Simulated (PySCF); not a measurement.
**BH6PSSi: NMR shifts, electronic excitations and K edges in gas and solvents**

Aim: compute the NMR shifts, electronic excitations and K edges of BH6PSSi (`[SiH3]SBP`), and see what a dielectric continuum does where one was used.

Programs: PySCF 2.14.0, with density-fitted response routines of our own. Each step states its level of theory. These are calculated values for one molecule, in the gas phase or a continuum, unless marked as measured. Atoms are numbered from 0 throughout.

### 1 The starting structure

10 atoms, charge 0, multiplicity 1; geometry from: GFN2-xTB.

Bonds of the start (Å): Si0–S1 2.17, S1–B2 1.76, B2–P3 1.89, Si0–H4 1.46, Si0–H5 1.46, Si0–H6 1.45, B2–H7 1.17, P3–H8 1.38, P3–H9 1.38.

### 2 Relaxing the molecule at PBE0-D3(BJ)/def2-SVP

The job: settings as JSON, then the geometry in Å.

```
{"job": {"xc": "PBE0", "basis": "def2-SVP", "d3": "d3bj", "grid": 1, "kind": "geom"}, "charge": 0, "multiplicity": 1}
Si    -1.701169     0.633651     0.210521
S     -0.695782    -0.251959    -1.497874
B      0.998266    -0.454222    -1.061837
P      1.751590     0.057115     0.597344
H     -0.894396     1.755725     0.673933
H     -1.833517    -0.404246     1.230044
H     -2.975857     1.012597    -0.375052
H      1.706277    -0.826973    -1.915780
H      0.904558    -0.622169     1.453964
H      2.748914    -0.894866     0.662209
```

The run is started by

```
$ OMP_NUM_THREADS=1 python probes_run.py task.json out
```

This one command runs all jobs of the session in turn.

Output:

```text
step   0  E = -1056.75760534  max force = 0.019432
step   1  E = -1056.76300372  max force = 0.005025
step   2  E = -1056.76318063  max force = 0.001473
step   3  E = -1056.76327373  max force = 0.003063
step   4  E = -1056.76334145  max force = 0.000847
step   5  E = -1056.76336531  max force = 0.000237
step   6  E = -1056.76338127  max force = 0.000283
step   7  E = -1056.76338680  max force = 0.000168
optimisation converged
```

Run time: 92 s. Hardware: 1 thread, shared host.

Relaxation path:

| step | energy from step 0 (eV) | largest force component (eV/Å) |
| --- | --- | --- |
| 0 | 0.0000 | 0.9992 |
| 1 | -0.1469 | 0.2584 |
| 2 | -0.1517 | 0.0757 |
| 3 | -0.1542 | 0.1575 |
| 4 | -0.1561 | 0.0436 |
| 5 | -0.1567 | 0.0122 |
| 6 | -0.1572 | 0.0146 |
| 7 | -0.1573 | 0.0086 |

Close pairs (by a distance rule), those that changed most:

| bond | before (Å) | after (Å) | change (Å) |
| --- | --- | --- | --- |
| P3–H9 | 1.380 | 1.423 | +0.042 |
| P3–H8 | 1.383 | 1.425 | +0.042 |
| B2–H7 | 1.170 | 1.207 | +0.037 |
| Si0–H6 | 1.453 | 1.489 | +0.036 |
| Si0–H4 | 1.458 | 1.492 | +0.034 |
| Si0–H5 | 1.461 | 1.492 | +0.031 |
| S1–B2 | 1.761 | 1.790 | +0.029 |
| B2–P3 | 1.893 | 1.898 | +0.005 |

The end geometry stands in the next job.

| at the end point | value |
| --- | --- |
| point group (found at 0.08 Å tolerance) | C1 |
| rotational constants (GHz, main isotopes) | 4.943, 2.002, 1.462 |
| dipole moment (D) | 1.35 |

### 3 Shielding tensors: PBE0/pcSseg-1 in acetonitrile

The job: settings as JSON, then the geometry in Å.

```
{"job": {"kind": "nmr", "xc": "PBE0", "basis": "pcSseg-1", "solvent": "acetonitrile", "pop": true}, "charge": 0, "multiplicity": 1}
Si    -1.707524     0.581603     0.315862
S     -0.700730    -0.166005    -1.450274
B      1.008095    -0.336475    -0.944346
P      1.806516     0.191212     0.694485
H     -0.984529     1.773006     0.848437
H     -1.779829    -0.472350     1.369374
H     -3.079951     0.958009    -0.122718
H      1.742212    -0.713430    -1.825531
H      0.847641    -0.263283     1.645322
H      2.720403    -0.890419     0.830395
```

With the program's defaults for keys left out, this is: GIAO PBE0/pcSseg-1 NMR shielding, non-relativistic, IEF-PCM acetonitrile.

Output:

```text
coarse grid: 9680 points
cycle   1  E = -1057.0143457809  dE =  4.272e-02  |g| = 1.918e-01  |ddm| = 2.803e+00
cycle   2  E = -1057.0185592573  dE = -4.213e-03  |g| = 1.642e-01  |ddm| = 4.907e-01
cycle   3  E = -1057.0262803320  dE = -7.721e-03  |g| = 2.180e-02  |ddm| = 2.389e-01
cycle   4  E = -1057.0263857105  dE = -1.054e-04  |g| = 6.536e-03  |ddm| = 3.009e-02
cycle   5  E = -1057.0263972219  dE = -1.151e-05  |g| = 2.221e-03  |ddm| = 1.119e-02
cycle   6  E = -1057.0263985043  dE = -1.282e-06  |g| = 4.755e-04  |ddm| = 2.971e-03
final grid: 79040 points
cycle   7  E = -1057.0506563835  dE = -1.745e-05  |g| = 4.686e-03  |ddm| = 2.256e-02
cycle   8  E = -1057.0506546139  dE =  1.770e-06  |g| = 5.245e-03  |ddm| = 1.050e-02
cycle   9  E = -1057.0506620117  dE = -7.398e-06  |g| = 4.558e-04  |ddm| = 5.834e-03
cycle  10  E = -1057.0506620789  dE = -6.724e-08  |g| = 8.911e-05  |ddm| = 6.841e-04
cycle  11  E = -1057.0506620814  dE = -2.458e-09  |g| = 1.605e-05  |ddm| = 1.168e-04
cycle  12  E = -1057.0506620815  dE = -8.140e-11  |g| = 8.259e-06  |ddm| = 3.634e-05
converged SCF energy = -1057.0506620815

GIAO shielding tensors (ppm)
atom      isotropic    diamagn.    paramagn.     s11        s22        s33       span
  0 Si     406.095     879.189    -473.094    372.813    395.307    450.166     77.354
  1 S      526.841    1060.022    -533.181    196.679    611.318    772.527    575.848
  2 B       21.576     197.515    -175.939    -62.184     -1.990    128.901    191.085
  3 P      503.272     968.072    -464.800    424.604    501.519    583.693    159.089
  4 H       26.590      29.062      -2.472     22.849     25.868     31.053      8.204
  5 H       26.490      29.000      -2.511     23.322     24.740     31.408      8.086
  6 H       26.571      27.944      -1.372     23.013     24.467     32.235      9.222
  7 H       23.321      28.799      -5.478     20.237     23.732     25.993      5.756
  8 H       27.859      30.263      -2.405     22.379     27.787     33.410     11.032
  9 H       27.686      28.790      -1.104     23.188     24.731     35.139     11.950
```

Wall time 40 s (1 thread, shared host).

The references, computed at this level on geometries of the same kind, shield at (ppm): 1H TMS 31.24, 29Si TMS 351.8, 31P PH3 587.0, 11B BF3·OEt2 101.4, 33S CS2 495. Their shielding less the atom's gives the shift. The references are single molecules in the same continuum, so shifts against H2O, NH3, PH3, H3PO4 or CFCl3 are not on the usual liquid scales and can be off by tens of ppm. Atoms listed in one row are averaged.

| atoms | environment | σ (ppm) | δ (ppm) |
| --- | --- | --- | --- |
| H7 | hydrogen on a boron bonded to P, S | 23.32 | 7.92 |
| H4, H5, H6 | hydrogen on a silicon bonded to S | 26.55 | 4.69 |
| H8, H9 | hydrogen on a phosphorus bonded to B | 27.77 | 3.47 |
| Si0 | silicon bonded to S, 3 H | 406.1 | -54.3 |
| S1 | sulfur bonded to B, Si | 527 | -32 |
| B2 | boron bonded to P, S, H | 21.6 | 79.8 |
| P3 | phosphorus bonded to B, 2 H | 503.3 | 83.7 |

Charges from the same density, by scheme (e):

| atoms | Mulliken | IAO | Hirshfeld | ESP fit |
| --- | --- | --- | --- | --- |
| Si0 | 0.39 | 0.52 | 0.30 | 0.47 |
| S1 | -0.38 | -0.13 | -0.11 | -0.32 |
| B2 | -0.04 | -0.26 | 0.03 | 0.15 |
| P3 | -0.16 | 0.07 | 0.00 | -0.36 |

Mayer bond orders: Si0–S1 0.89, S1–B2 1.24, B2–P3 1.14.

### 4 NMR shieldings: PBE0/pcSseg-1 in chloroform

Settings changed since step 3:

```diff
@@ -1,2 +1,2 @@
-{"job": {"kind": "nmr", "xc": "PBE0", "basis": "pcSseg-1", "solvent": "acetonitrile", "pop": true}, "charge": 0, "multiplicity": 1}
+{"job": {"kind": "nmr", "xc": "PBE0", "basis": "pcSseg-1", "solvent": "chloroform", "pop": false}, "charge": 0, "multiplicity": 1}
 Si    -1.707524     0.581603     0.315862
```

With the program's defaults for keys left out, this is: GIAO PBE0/pcSseg-1 NMR shielding, non-relativistic, IEF-PCM chloroform.

Output:

```text
coarse grid: 9680 points
cycle   1  E = -1057.0128978010  dE =  4.406e-02  |g| = 1.944e-01  |ddm| = 2.803e+00
cycle   2  E = -1057.0165680003  dE = -3.670e-03  |g| = 1.723e-01  |ddm| = 5.128e-01
cycle   3  E = -1057.0252778105  dE = -8.710e-03  |g| = 2.270e-02  |ddm| = 2.575e-01
cycle   4  E = -1057.0253928106  dE = -1.150e-04  |g| = 7.429e-03  |ddm| = 3.250e-02
cycle   5  E = -1057.0254080331  dE = -1.522e-05  |g| = 2.365e-03  |ddm| = 1.231e-02
cycle   6  E = -1057.0254094846  dE = -1.452e-06  |g| = 6.037e-04  |ddm| = 3.199e-03
final grid: 79040 points
cycle   7  E = -1057.0496667413  dE = -1.759e-05  |g| = 4.587e-03  |ddm| = 2.256e-02
cycle   8  E = -1057.0496649289  dE =  1.812e-06  |g| = 5.156e-03  |ddm| = 1.034e-02
cycle   9  E = -1057.0496720660  dE = -7.137e-06  |g| = 5.036e-04  |ddm| = 5.868e-03
cycle  10  E = -1057.0496721493  dE = -8.329e-08  |g| = 9.169e-05  |ddm| = 7.498e-04
cycle  11  E = -1057.0496721519  dE = -2.598e-09  |g| = 1.772e-05  |ddm| = 1.222e-04
cycle  12  E = -1057.0496721520  dE = -9.140e-11  |g| = 8.686e-06  |ddm| = 3.898e-05
converged SCF energy = -1057.0496721520

GIAO shielding tensors (ppm)
atom      isotropic    diamagn.    paramagn.     s11        s22        s33       span
  0 Si     406.549     879.218    -472.670    373.366    395.475    450.804     77.438
  1 S      524.891    1059.881    -534.990    192.825    610.435    771.413    578.587
  2 B       21.821     197.510    -175.690    -61.625     -1.955    129.043    190.668
  3 P      503.114     967.957    -464.843    426.458    500.714    582.170    155.712
  4 H       26.601      29.081      -2.480     22.871     25.866     31.066      8.194
  5 H       26.536      29.068      -2.532     23.381     24.794     31.432      8.051
  6 H       26.586      27.972      -1.385     23.041     24.471     32.246      9.204
  7 H       23.316      28.765      -5.449     20.258     23.719     25.971      5.714
  8 H       27.973      30.358      -2.385     22.529     27.944     33.446     10.918
  9 H       27.779      28.880      -1.101     23.296     24.872     35.169     11.874
```

It took 26 s on 1 thread, shared host.

In short: δ Si0 -54.7, S1 -29, B2 79.4, P3 82.8, H7 7.93, H4 4.67 ppm (means over like atoms).

### 5 TDDFT and polarisability: PBE0/def2-SVPD

Settings changed since step 4:

```diff
@@ -1,2 +1,2 @@
-{"job": {"kind": "nmr", "xc": "PBE0", "basis": "pcSseg-1", "solvent": "chloroform", "pop": false}, "charge": 0, "multiplicity": 1}
+{"job": {"kind": "uv", "xc": "PBE0", "basis": "def2-SVPD", "dynamic": true, "nstates": 6, "ntriplets": 0}, "charge": 0, "multiplicity": 1}
 Si    -1.707524     0.581603     0.315862
```

With the program's defaults for keys left out, this is: TDDFT PBE0/def2-SVPD, vertical, gas phase, core orbitals frozen in the response.

Output:

```text
coarse grid: 9680 points
cycle   1  E = -1056.6400793841  dE =  2.551e-02  |g| = 1.847e-01  |ddm| = 3.423e+00
cycle   2  E = -1056.6402580258  dE = -1.786e-04  |g| = 1.867e-01  |ddm| = 7.630e-01
cycle   3  E = -1056.6527541612  dE = -1.250e-02  |g| = 2.731e-02  |ddm| = 3.622e-01
cycle   4  E = -1056.6529726744  dE = -2.185e-04  |g| = 1.366e-02  |ddm| = 6.383e-02
cycle   5  E = -1056.6530352562  dE = -6.258e-05  |g| = 2.754e-03  |ddm| = 2.359e-02
cycle   6  E = -1056.6530376264  dE = -2.370e-06  |g| = 1.053e-03  |ddm| = 5.905e-03
final grid: 79040 points
cycle   7  E = -1056.7650257681  dE = -1.732e-05  |g| = 4.107e-03  |ddm| = 5.943e-02
cycle   8  E = -1056.7650247170  dE =  1.051e-06  |g| = 4.475e-03  |ddm| = 1.346e-02
cycle   9  E = -1056.7650308689  dE = -6.152e-06  |g| = 6.942e-04  |ddm| = 7.425e-03
cycle  10  E = -1056.7650310466  dE = -1.777e-07  |g| = 1.045e-04  |ddm| = 1.160e-03
cycle  11  E = -1056.7650310503  dE = -3.731e-09  |g| = 3.432e-05  |ddm| = 2.195e-04
cycle  12  E = -1056.7650310507  dE = -4.225e-10  |g| = 1.096e-05  |ddm| = 8.251e-05
converged SCF energy = -1056.7650310507

Static polarisability (au): isotropic 92.247, principal 70.732 93.043 112.965

Singlet excitations
state   eV       nm        f      main configurations
  1   4.8269    256.9   0.08474   H->L 0.89
  2   5.5870    221.9   0.10045   H-1->L 0.78, H-2->L 0.12
  3   5.9559    208.2   0.01809   H->L+1 0.92
  4   6.2622    198.0   0.02538   H-2->L 0.74, H-1->L 0.14
  5   6.4382    192.6   0.02225   H->L+2 0.50, H-3->L 0.26, H-1->L+1 0.09
  6   6.5117    190.4   0.01428   H-3->L 0.61, H->L+2 0.28
```

Run time: 35 s. Hardware: 1 thread, shared host.

The orbitals next to the gap, with their largest atomic shares:

| orbital | eV | atoms |
| --- | --- | --- |
| HOMO−3 | -9.60 | S1 25 %, B2 23 %, Si0 14 % |
| HOMO−2 | -8.92 | S1 34 %, P3 21 %, B2 15 % |
| HOMO−1 | -8.28 | S1 55 %, B2 16 %, Si0 10 % |
| HOMO | -7.41 | P3 52 %, S1 19 %, B2 14 % |
| LUMO | -1.55 | B2 44 %, S1 21 %, P3 18 % |
| LUMO+1 | -0.32 | Si0 31 %, S1 24 %, H4 10 % |
| LUMO+2 | 0.15 | Si0 23 %, B2 19 %, S1 12 % |

With each of the 6 states as a Gaussian band of 0.4 eV half-width at 1/e, the curve within the window shown has maxima at 255 nm (ε 3,600), 221 nm (ε 4,600) L/(mol cm). Beyond the last state computed it falls off for lack of states. The curve at chosen wavelengths:

(nm, ε (L/mol/cm)): (182, 870), (186, 1559), (191, 2351), (195, 2701), (200, 2844), (204, 2981), (209, 3438), (213, 3969), (218, 4485), (222, 4542), (226, 4254), (231, 3651), (235, 3237), (240, 3031), (244, 3119), (249, 3375), (253, 3532), (257, 3538), (262, 3285), (266, 2907), (271, 2313), (275, 1822), (280, 1268), (284, 907), (289, 566), (293, 374)

Ground-state properties from the same run:

| property | computed |
| --- | --- |
| dipole moment (D) | 1.24 |
| polarisability (Å³) | 13.67 |
| HOMO–LUMO gap (eV) | 5.86 |
| −ε(HOMO) (eV) | 7.41 |
| C6 with itself (au) | 2741 |

### 6 Ultraviolet spectrum: PBE0/def2-SVPD in acetonitrile

Settings changed since step 5:

```diff
@@ -1,2 +1,2 @@
-{"job": {"kind": "uv", "xc": "PBE0", "basis": "def2-SVPD", "dynamic": true, "nstates": 6, "ntriplets": 0}, "charge": 0, "multiplicity": 1}
+{"job": {"kind": "uv", "xc": "PBE0", "basis": "def2-SVPD", "solvent": "acetonitrile", "nstates": 6, "ntriplets": 0}, "charge": 0, "multiplicity": 1}
 Si    -1.707524     0.581603     0.315862
```

With the program's defaults for keys left out, this is: TDDFT PBE0/def2-SVPD, vertical, IEF-PCM acetonitrile (non-equilibrium linear response), core orbitals frozen in the response.

Output:

```text
coarse grid: 9680 points
cycle   1  E = -1056.6443923084  dE =  2.171e-02  |g| = 1.737e-01  |ddm| = 3.426e+00
cycle   2  E = -1056.6482852606  dE = -3.893e-03  |g| = 1.455e-01  |ddm| = 6.787e-01
cycle   3  E = -1056.6554516338  dE = -7.166e-03  |g| = 2.048e-02  |ddm| = 2.856e-01
cycle   4  E = -1056.6555826733  dE = -1.310e-04  |g| = 8.385e-03  |ddm| = 4.861e-02
cycle   5  E = -1056.6556055586  dE = -2.289e-05  |g| = 1.666e-03  |ddm| = 1.635e-02
cycle   6  E = -1056.6556064605  dE = -9.019e-07  |g| = 7.328e-04  |ddm| = 4.000e-03
final grid: 79040 points
cycle   7  E = -1056.7675975410  dE = -1.704e-05  |g| = 4.187e-03  |ddm| = 5.926e-02
cycle   8  E = -1056.7675966538  dE =  8.872e-07  |g| = 4.526e-03  |ddm| = 1.363e-02
cycle   9  E = -1056.7676029770  dE = -6.323e-06  |g| = 4.863e-04  |ddm| = 7.351e-03
cycle  10  E = -1056.7676030637  dE = -8.664e-08  |g| = 8.177e-05  |ddm| = 9.815e-04
cycle  11  E = -1056.7676030662  dE = -2.485e-09  |g| = 2.377e-05  |ddm| = 1.752e-04
cycle  12  E = -1056.7676030664  dE = -1.987e-10  |g| = 8.325e-06  |ddm| = 6.130e-05
converged SCF energy = -1056.7676030664

Static polarisability (au): isotropic 133.122, principal 105.409 135.116 158.841

Singlet excitations
state   eV       nm        f      main configurations
  1   4.7806    259.3   0.12092   H->L 0.92
  2   5.5489    223.4   0.12853   H-1->L 0.80, H-2->L 0.13
  3   6.0457    205.1   0.03027   H->L+1 0.87
  4   6.2117    199.6   0.03139   H-2->L 0.71, H-1->L 0.13
  5   6.4427    192.4   0.00671   H-3->L 0.78
  6   6.5516    189.2   0.03801   H->L+2 0.74
```

Wall time 29 s (1 thread, shared host).

Key values: HOMO -7.36 eV, LUMO -1.49 eV; lowest singlet 4.78 eV.

### 7 TDDFT and polarisability: PBE0/def2-SVPD in chloroform

Settings changed since step 6:

```diff
@@ -1,2 +1,2 @@
-{"job": {"kind": "uv", "xc": "PBE0", "basis": "def2-SVPD", "solvent": "acetonitrile", "nstates": 6, "ntriplets": 0}, "charge": 0, "multiplicity": 1}
+{"job": {"kind": "uv", "xc": "PBE0", "basis": "def2-SVPD", "solvent": "chloroform", "nstates": 6, "ntriplets": 0}, "charge": 0, "multiplicity": 1}
 Si    -1.707524     0.581603     0.315862
```

With the program's defaults for keys left out, this is: TDDFT PBE0/def2-SVPD, vertical, IEF-PCM chloroform (non-equilibrium linear response), core orbitals frozen in the response.

Output:

```text
coarse grid: 9680 points
cycle   1  E = -1056.6432678587  dE =  2.272e-02  |g| = 1.760e-01  |ddm| = 3.425e+00
cycle   2  E = -1056.6465394800  dE = -3.272e-03  |g| = 1.538e-01  |ddm| = 6.968e-01
cycle   3  E = -1056.6546740477  dE = -8.135e-03  |g| = 2.170e-02  |ddm| = 3.007e-01
cycle   4  E = -1056.6548168064  dE = -1.428e-04  |g| = 9.526e-03  |ddm| = 5.127e-02
cycle   5  E = -1056.6548464156  dE = -2.961e-05  |g| = 1.897e-03  |ddm| = 1.766e-02
cycle   6  E = -1056.6548475490  dE = -1.133e-06  |g| = 7.960e-04  |ddm| = 4.373e-03
final grid: 79040 points
cycle   7  E = -1056.7668379470  dE = -1.710e-05  |g| = 4.186e-03  |ddm| = 5.936e-02
cycle   8  E = -1056.7668369109  dE =  1.036e-06  |g| = 4.562e-03  |ddm| = 1.367e-02
cycle   9  E = -1056.7668433436  dE = -6.433e-06  |g| = 5.398e-04  |ddm| = 7.424e-03
cycle  10  E = -1056.7668434505  dE = -1.069e-07  |g| = 8.361e-05  |ddm| = 1.030e-03
cycle  11  E = -1056.7668434531  dE = -2.526e-09  |g| = 2.558e-05  |ddm| = 1.731e-04
cycle  12  E = -1056.7668434533  dE = -2.183e-10  |g| = 8.828e-06  |ddm| = 6.463e-05
converged SCF energy = -1056.7668434533

Static polarisability (au): isotropic 119.427, principal 92.208 121.352 144.722

Singlet excitations
state   eV       nm        f      main configurations
  1   4.7689    260.0   0.12944   H->L 0.92
  2   5.5389    223.8   0.13426   H-1->L 0.81, H-2->L 0.12
  3   6.0149    206.1   0.03013   H->L+1 0.89
  4   6.2083    199.7   0.03587   H-2->L 0.73, H-1->L 0.13
  5   6.4430    192.4   0.01007   H-3->L 0.71, H->L+2 0.11
  6   6.5211    190.1   0.03753   H->L+2 0.68, H-3->L 0.15
```

Wall time 32 s (1 thread, shared host).

This run: HOMO -7.36 eV, LUMO -1.49 eV; lowest singlet 4.77 eV.

### 8 Core excitations: BHandHLYP/def2-SVPD+aug-pcX-1+pcseg-1

Settings changed since step 7:

```diff
@@ -1,2 +1,2 @@
-{"job": {"kind": "uv", "xc": "PBE0", "basis": "def2-SVPD", "solvent": "chloroform", "nstates": 6, "ntriplets": 0}, "charge": 0, "multiplicity": 1}
+{"job": {"kind": "xas", "xc": "BHandHLYP", "basis": {"default": "aug-pcX-1", "H": "pcseg-1", "Si": "def2-SVPD", "S": "def2-SVPD", "P": "def2-SVPD"}}, "charge": 0, "multiplicity": 1}
 Si    -1.707524     0.581603     0.315862
```

Level: core-valence-separated TDA BHandHLYP/aug-pcX-1 H:pcseg-1 Si:def2-SVPD S:def2-SVPD P:def2-SVPD, K edges, non-relativistic, gas phase.

Output:

```text
coarse grid: 9680 points
cycle   1  E = -1057.0888247682  dE =  3.599e-02  |g| = 2.259e-01  |ddm| = 3.000e+00
cycle   2  E = -1057.1041260965  dE = -1.530e-02  |g| = 1.461e-01  |ddm| = 5.524e-01
cycle   3  E = -1057.1112440248  dE = -7.118e-03  |g| = 3.087e-02  |ddm| = 2.808e-01
cycle   4  E = -1057.1115976744  dE = -3.536e-04  |g| = 8.604e-03  |ddm| = 5.754e-02
cycle   5  E = -1057.1116247212  dE = -2.705e-05  |g| = 2.198e-03  |ddm| = 1.800e-02
cycle   6  E = -1057.1116266128  dE = -1.892e-06  |g| = 6.526e-04  |ddm| = 3.888e-03
final grid: 79040 points
cycle   7  E = -1057.1867984727  dE = -1.368e-05  |g| = 8.697e-04  |ddm| = 1.518e-02
cycle   8  E = -1057.1867985920  dE = -1.193e-07  |g| = 2.120e-04  |ddm| = 1.935e-03
cycle   9  E = -1057.1867986039  dE = -1.191e-08  |g| = 1.386e-04  |ddm| = 5.105e-04
cycle  10  E = -1057.1867986107  dE = -6.778e-09  |g| = 2.856e-05  |ddm| = 2.007e-04
cycle  11  E = -1057.1867986110  dE = -3.483e-10  |g| = 8.241e-06  |ddm| = 6.021e-05
converged SCF energy = -1057.1867986110

B K edge
   eV          f      from atoms
  186.626   0.08618   B2
  191.288   0.01555   B2
  191.651   0.01069   B2
  191.808   0.00665   B2
  192.269   0.00689   B2
  192.679   0.00987   B2
  192.881   0.02179   B2
  192.946   0.00302   B2
```

Wall time 15 s (1 thread, shared host).

### 9 Run by run: NMR shifts

Shifts (ppm), means over like atoms, with basis size and wall time:

| run | H7 | H4 | H8 | Si0 | S1 | B2 | P3 | functions | time |
| --- | --- | --- | --- | --- | --- | --- | --- | --- | --- |
| PBE0/pcSseg-1 in acetonitrile | 7.92 | 4.69 | 3.47 | -54.3 | -32 | 79.8 | 83.7 | 119 | 40 s |
| PBE0/pcSseg-1 in chloroform | 7.93 | 4.67 | 3.37 | -54.7 | -29 | 79.4 | 82.8 | 119 | 26 s |

The continuum's effect on the ground state:

| solvent | ε | polarisation energy (Eh) | μ (D) |
| --- | --- | --- | --- |
| chloroform | 4.71 | -0.0028 | 1.89 |
| acetonitrile | 35.69 | -0.0041 | 2.07 |

### 10 Run by run: electronic excitations

Excitations and ground-state properties, with basis size and wall time:

| run | lowest singlet (eV) | brightest (eV) | f | gap (eV) | α (Å³) | μ (D) | functions | time |
| --- | --- | --- | --- | --- | --- | --- | --- | --- |
| PBE0/def2-SVPD | 4.83 | 5.59 | 0.100 | 5.86 | 13.67 | 1.24 | 143 | 35 s |
| PBE0/def2-SVPD in acetonitrile | 4.78 | 5.55 | 0.129 | 5.87 | 19.73 | 1.82 | 143 | 29 s |
| PBE0/def2-SVPD in chloroform | 4.77 | 5.54 | 0.134 | 5.87 | 17.70 | 1.63 | 143 | 32 s |

The continuum's effect on the ground state:

| solvent | ε | polarisation energy (Eh) | μ (D) |
| --- | --- | --- | --- |
| chloroform | 4.71 | -0.0021 | 1.63 |
| acetonitrile | 35.69 | -0.0032 | 1.82 |

### 11 Results

| quantity | value |
| --- | --- |
| point group | C1 |
| rotational constants (main isotopes) | 4.94, 2.00, 1.46 GHz |
| 1H shifts against TMS (PBE0/pcSseg-1, acetonitrile, means over atoms taken as alike) | 7.92, 4.69, 3.47 ppm |
| 29Si shifts against TMS (PBE0/pcSseg-1, acetonitrile) | -54.3 ppm |
| 33S shifts against CS2 (PBE0/pcSseg-1, acetonitrile) | -32 ppm |
| 11B shifts against BF3·OEt2 (PBE0/pcSseg-1, acetonitrile) | 79.8 ppm |
| 31P shifts against PH3 (PBE0/pcSseg-1, acetonitrile) | 83.7 ppm |
| lowest singlet (PBE0/def2-SVPD) | 4.83 eV (257 nm), f = 0.085 |
| brightest single state of those computed | state 2, 5.59 eV, f = 0.100 |
| B K edge | first line 186.63 eV, strongest 186.63 eV (f = 0.086) |
| range of the shift of S1 | -32 to -29 ppm |
| range of the lowest singlet | 4.77 to 4.83 eV |

In words: Over 7 steps the energy fell by 0.157 eV; of the close pairs, P3–H9 changed most, 1.380 to 1.423 Å. No frequency check was run at this level, so the end point may be a saddle. At PBE0/pcSseg-1: The widest tensor belongs to S1: span 576 ppm, with a paramagnetic part of -533 ppm. The first singlet state (HOMO→LUMO 0.89) lies at 4.83 eV and is bright; of the 6 states computed, the strongest absorption comes from state 2 at 5.59 eV. At the B edge the strongest single line lifts a 1s electron of B2 into LUMO (weight 0.88), and it is the first line. Absolute edge energies from this method are off by several eV; spacings are better. In ppm, S1 moves most: its shift spreads over 2 ppm, from -32 (PBE0/pcSseg-1 in acetonitrile) to -29 (PBE0/pcSseg-1 in chloroform). The continuum holds electrostatics alone: no hydrogen bonds to the solvent, and the gas-phase geometry is kept. The lowest singlet runs from 4.77 eV (PBE0/def2-SVPD in chloroform) to 4.83 eV (PBE0/def2-SVPD), while the orbital gap spans 5.86 to 5.87 eV. The lowest state need not be the same one in every run.
